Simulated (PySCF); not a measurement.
**Solver options tried on AlAs (triplet)**

Aim: find out which solver settings change the answer for AlAs (triplet).

Computed with PySCF 2.14.0. Level: each script names its method and basis.

5 further runs of the same task are left out: 5 that didn't finish.

### 1 Where the work starts

AlAs (triplet): 2 atoms, charge 0, spin multiplicity 3.

Bond lengths: Al1–As2 2.370 Å.

### 2 The run that the others are compared with

input.py

```python
from pyscf import gto, scf, mp

mol = gto.M(
    atom='Al 0 0 0; As 0 0 2.37',
    basis='pcseg-1',
    charge=0,
    spin=2,
    verbose=4,
)
mf = scf.UHF(mol)
mf = mf.density_fit(auxbasis='def2-universal-jkfit')
mf.kernel()
mp.MP2(mf, frozen=14).kernel()
mf.dip_moment()
print('orbital energies (hartree):', [e[max(0, n-3):n+3].round(4) for e, n in zip(mf.mo_energy, mol.nelec)])
```

Command:

```
python input.py
```

The log of this run is left out.

In short: E(SCF) = -2475.771275 Eh, 15 cycles, E(MP2) − E(SCF) = -0.12372 Eh, ⟨S²⟩ = 2.082, μ = 2.73 D (of the SCF density).

The bond length is a typed value, not an optimised one. The triplet is typed in the script; nothing here shows that it is the ground state.

### 3 Initial guess random

Run 1 changes initial guess: minao → random.

input.py

```python
from pyscf import gto, scf, mp

mol = gto.M(
    atom='Al 0 0 0; As 0 0 2.37',
    basis='pcseg-1',
    charge=0,
    spin=2,
    verbose=4,
)
mf = scf.UHF(mol)
mf = mf.density_fit(auxbasis='def2-universal-jkfit')
mf.init_guess = 'random'
mf.kernel()
mp.MP2(mf, frozen=14).kernel()
mf.dip_moment()
print('orbital energies (hartree):', [e[max(0, n-3):n+3].round(4) for e, n in zip(mf.mo_energy, mol.nelec)])
```

Command:

```
python input.py
```

### 4 Initial guess mod_huckel

Run 2 changes initial guess: minao → mod_huckel.

input.py: that of step 2 with these lines changed.

```diff
@@ -11,2 +11,3 @@
 mf = mf.density_fit(auxbasis='def2-universal-jkfit')
+mf.init_guess = 'mod_huckel'
 mf.kernel()
```

Before running it: what results should come out? Wanted: for each run, E(SCF); from base; gap, α spin; SCF dipole; after the SCF.

As calculated:

```
                     run  E(SCF) (hartree)  from base (eV)  cycles  gap, α spin (eV)  SCF dipole (D)                           after the SCF
                    base      -2475.771275               0      15              8.75            2.73  MP2 correlation -3.367 eV, core frozen
    initial guess random      -2475.771275          0.0000      15              8.75            2.73  MP2 correlation -3.367 eV, core frozen
initial guess mod_huckel      -2475.771275          0.0000      14              8.75            2.73  MP2 correlation -3.367 eV, core frozen
```

Distance from each run's final energy (log10 hartree) by cycle:

```
                     run  cycle 1  cycle 2  cycle 3  cycle 5  cycle 8  cycle 12
                    base     -1.4     -2.0     -2.6     -3.4     -4.3      -7.1
    initial guess random     -1.4     -2.0     -2.6     -3.4     -4.3      -7.1
initial guess mod_huckel     -1.8     -2.4     -2.7     -3.2     -4.7      -8.2
```

What this shows: No change of the SCF energy comes from initial guess random or initial guess mod_huckel. PySCF falls back to minao for a guess that it doesn't know or can't read, so that run repeats the base. With initial guess random, initial guess mod_huckel the path hardly changes: 14 to 15 cycles against 15.
